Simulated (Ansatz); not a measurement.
# The zirconium atom (triplet): the correlation ladder, def2-TZVP

Aim: climb from Hartree-Fock through coupled cluster and multireference methods for the zirconium atom (triplet) at one geometry and basis, and see what each rung misses.

The runs use Ansatz 0.2.0, Gaussian basis; def2-TZVP, core rule «outside noble gas», up to 4 orbitals frozen.

The runs, in order: UHF; CCSD(T) on ROHF; CCSD(T) on UHF; CISD; CCSDT(Q) on ROHF; CCSDT(Q) on UHF; CASSCF and MRCISD+Q, 4 electrons in 6 orbitals; CASSCF and MRCISD+Q(relaxed), 4 electrons in 6 orbitals; CASSCF and NEVPT4(SD), 4 electrons in 6 orbitals; CASSCF and NEVPT2, 4 electrons in 6 orbitals; Full CI.

## (1) The atom

A free atom, in its lowest state of this spin that the program finds. No spin-orbit coupling is included. Elements past krypton take def2 core potentials.

1 atom, charge 0, spin multiplicity 3.

## (2) UHF

Contents of in.yaml:

```yaml
crystal:
  periodic: [false, false, false]
  atoms:
    - {symbol: Zr, position_ang: [0.000000, 0.000000, 0.000000]}
basis:
  gaussian: {orbitals: def2-TZVP}
magnetization: {spin_polarized: true, initial_magnetization: 2}
hamiltonian: {xc: hf}
output: {orbitals: {seedname: orbitals}}
```

The run is started by

```console
ansatz run in.yaml --threads 1 --pin off --events-out ev --progress --plain --max-ram 2393MiB
```

The runs that follow: CCSD(T) on ROHF; CCSD(T) on UHF; CISD; CCSDT(Q) on ROHF; CCSDT(Q) on UHF; CASSCF and MRCISD+Q, 4 electrons in 6 orbitals; CASSCF and MRCISD+Q(relaxed), 4 electrons in 6 orbitals; CASSCF and NEVPT4(SD), 4 electrons in 6 orbitals; CASSCF and NEVPT2, 4 electrons in 6 orbitals; Full CI.

**Question.** What will the summary of the whole plan be? Wanted: FCI below the RHF energy; RMP2 from FCI; UMP2 from FCI; RCCSD from FCI; RCCSD(T) from FCI; UCCSD(T) from FCI; RCCSDT(Q) from FCI; UCCSDT(Q) from FCI; NEVPT2 valence from FCI.

**Answer**, as computed:

| quantity | value |
| --- | --- |
| FCI below the RHF energy | -1.5569 eV |
| RMP2 from FCI | +45.2 kJ/mol |
| UMP2 from FCI | +37.4 kJ/mol |
| RCCSD from FCI | +9.4 kJ/mol |
| RCCSD(T) from FCI | +3.3 kJ/mol |
| UCCSD(T) from FCI | -4.6 kJ/mol |
| RCCSDT(Q) from FCI | 0.0 kJ/mol |
| UCCSDT(Q) from FCI | -7.7 kJ/mol |
| NEVPT2 valence from FCI | +57.7 kJ/mol |
| NEVPT4(SD) valence from FCI | +18.5 kJ/mol |
| MRCISD+Q valence from FCI | -3.8 kJ/mol |
| levels within 1 kcal/mol (43 meV) | UCCSD, RCCSD(T), RCCSDT, RCCSDT(Q), MRCISD+Q valence |
| T1 diagnostic | 0.024 |
| effectively unpaired electrons | 2.14 |

In words: RCCSD(T) lands +3.3 kJ/mol from the yardstick (2.2 % of the correlation energy). CCSD(T) misses by +3.3 kJ/mol on the restricted determinant and by -4.6 kJ/mol on the unrestricted one; the two need not hold the same state or core. UCCSD(T), UCCSDT, UCCSDT(Q), MRCISD+Q valence, MRCISD+Q(relaxed) valence fall below full CI: unrestricted runs freeze a spin-polarised core, another one than full CI's, and coupled cluster isn't variational. One determinant dominates. Of the multireference levels listed MRCISD+Q valence comes nearest in total energy (-3.8 kJ/mol), which doesn't show that its space is the better one. These misses are within one basis, not against nature; the frozen cores of restricted and unrestricted runs differ, which can shift their rows.
